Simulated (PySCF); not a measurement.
# [CeH3(NH3)]+: other functionals and bases at one geometry

How far do other levels of theory move the description of [CeH3(NH3)]+, and what does each cost? The structure is generated, not taken from experiment.

Program: PySCF 2.14.0. Level of theory: several levels, as the steps say, no spin–orbit coupling. These are calculated values, not measurements.

1 further run of the same task is left out (for a known fault of the program).

## 1. Where the work starts

8 atoms, charge 1, spin multiplicity 1.

Bond lengths: Ce1–H2 1.929 Å, Ce1–H3 1.929 Å, Ce1–H4 1.929 Å, Ce1–N5 2.494 Å, N5–H6 1.029 Å, N5–H7 1.029 Å, N5–H8 1.029 Å. Angles: H2–Ce1–H3 112.8°, H2–Ce1–H4 112.8°, H2–Ce1–N5 105.9°, H3–Ce1–H4 112.8°, H3–Ce1–N5 105.9°, H4–Ce1–N5 105.9°, Ce1–N5–H6 113.8°, Ce1–N5–H7 113.8°, Ce1–N5–H8 113.8°, H6–N5–H7 104.8°, H6–N5–H8 104.8°, H7–N5–H8 104.8°.

Geometry (Å):

| atom | x (Å) | y (Å) | z (Å) |
| --- | --- | --- | --- |
| Ce1 | 0.1499 | -0.1499 | 0.1499 |
| H2 | 1.4691 | 1.0267 | 0.9227 |
| H3 | -1.0267 | -0.9227 | 1.4691 |
| H4 | 0.9227 | -1.4691 | -1.0267 |
| N5 | -1.2899 | 1.2899 | -1.2899 |
| H6 | -2.2758 | 1.3142 | -0.9979 |
| H7 | -0.9979 | 2.2758 | -1.3142 |
| H8 | -1.3142 | 0.9979 | -2.2758 |

Formal oxidation states: Ce +4. The 4f shell is empty and lies in the core potential. An earlier session relaxed this geometry at PBE0, Ce lcecp-2-SVP with ECP46, H def2-SVP, N def2-SVP (singlet, point group C3).

At PBE0 on the finer grid: E = -96.499114 Eh, frontier levels not given, since the 4f levels lie in the core, Mulliken charge on Ce1 +1.38 e, largest force component 0.005 eV/Å. The large-core potential holds the 4f shell empty.

Levels to run: TPSS; TPSSh; PBE0, TZVP. Hardware: 2 threads of Intel Xeon at 2.50GHz (Skylake/Cascade Lake), shared host.

## 2. TPSS

Contents of run.py (the lines that set the calculation):

```python
mol = gto.M(atom='''
Ce     0.14987    -0.14987     0.14987
H      1.46908     1.02671     0.92272
H     -1.02671    -0.92272     1.46908
H      0.92272    -1.46908    -1.02671
N     -1.28988     1.28988    -1.28988
H     -2.27582     1.31422    -0.99789
H     -0.99789     2.27582    -1.31422
H     -1.31422     0.99789    -2.27582''',
    basis={'Ce': 'lcecp-2-SVP', 'H': 'def2-SVP', 'N': 'def2-SVP'},
    ecp={'Ce': 'lcecp-2-SVP'},
    charge=1, spin=0)
mf = dft.RKS(mol, xc='TPSS')
mf.grids.atom_grid = (75, 302)  # f atoms: unpruned, at least (60, 302)
mf = mf.density_fit()  # fitting sets: Ce AutoAux, H def2-universal-JKFIT, N def2-universal-JKFIT
mf.conv_tol = 1e-08; mf.max_cycle = 55
mf.kernel(dm0)  # dm0: the density of the relaxed state
```

Started as:

```console
OMP_NUM_THREADS=2 python run.py
```

## 3. TPSSh

Edit run.py (the lines that set the calculation) of step 2 so:

```diff
@@ -12,3 +12,3 @@
     charge=1, spin=0)
-mf = dft.RKS(mol, xc='TPSS')
+mf = dft.RKS(mol, xc='TPSSH')
 mf.grids.atom_grid = (75, 302)  # f atoms: unpruned, at least (60, 302)
```

## 4. PBE0, TZVP

Basis: Ce lcecp-2-TZVP with ECP46, H def2-TZVP, N def2-TZVP. 

Edit run.py (the lines that set the calculation) of step 3 so:

```diff
@@ -9,6 +9,6 @@
 H     -1.31422     0.99789    -2.27582''',
-    basis={'Ce': 'lcecp-2-SVP', 'H': 'def2-SVP', 'N': 'def2-SVP'},
-    ecp={'Ce': 'lcecp-2-SVP'},
+    basis={'Ce': 'lcecp-2-TZVP', 'H': 'def2-TZVP', 'N': 'def2-TZVP'},
+    ecp={'Ce': 'lcecp-2-TZVP'},
     charge=1, spin=0)
-mf = dft.RKS(mol, xc='TPSSH')
+mf = dft.RKS(mol, xc='PBE0')
 mf.grids.atom_grid = (75, 302)  # f atoms: unpruned, at least (60, 302)
@@ -16,2 +16,2 @@
 mf.conv_tol = 1e-08; mf.max_cycle = 55
-mf.kernel(dm0)  # dm0: the density of the relaxed state
+mf.kernel(dm0)  # dm0: free metal ions and neutral atoms
```

What does the calculation give? Wanted: for each run, charge on Ce1; dipole; largest force.

**Answer**, as computed:

| level | state | charge on Ce1 (e) | dipole (D) | largest force (eV/Å) | basis functions | time |
| --- | --- | --- | --- | --- | --- | --- |
| PBE0 (relaxed here) | singlet | 1.38 | 6.08 | 0.00 | 74 | 26 s |
| TPSS | singlet | 1.38 | 6.15 | 0.27 | 74 | 19 s |
| TPSSh | singlet | 1.44 | 6.16 | 0.13 | 74 | 19 s |
| PBE0, TZVP | singlet | 1.26 | 6.07 | 0.27 | 114 | 28 s |

Times are on 2 threads of Intel Xeon at 2.50GHz (Skylake/Cascade Lake), shared host; the first row also made further properties. The dipole of a charged species depends on the origin, so these sizes hold for this origin alone.

The largest leftover force, 0.27 eV/Å with PBE0, TZVP, stands at a geometry relaxed at another level. The Mulliken charge on Ce spans +1.26 to +1.44 e over the levels. With 4f in the core, its levels are missing from HOMO and gap. Total energies of different levels can't be compared. Spin–orbit coupling is left out throughout.
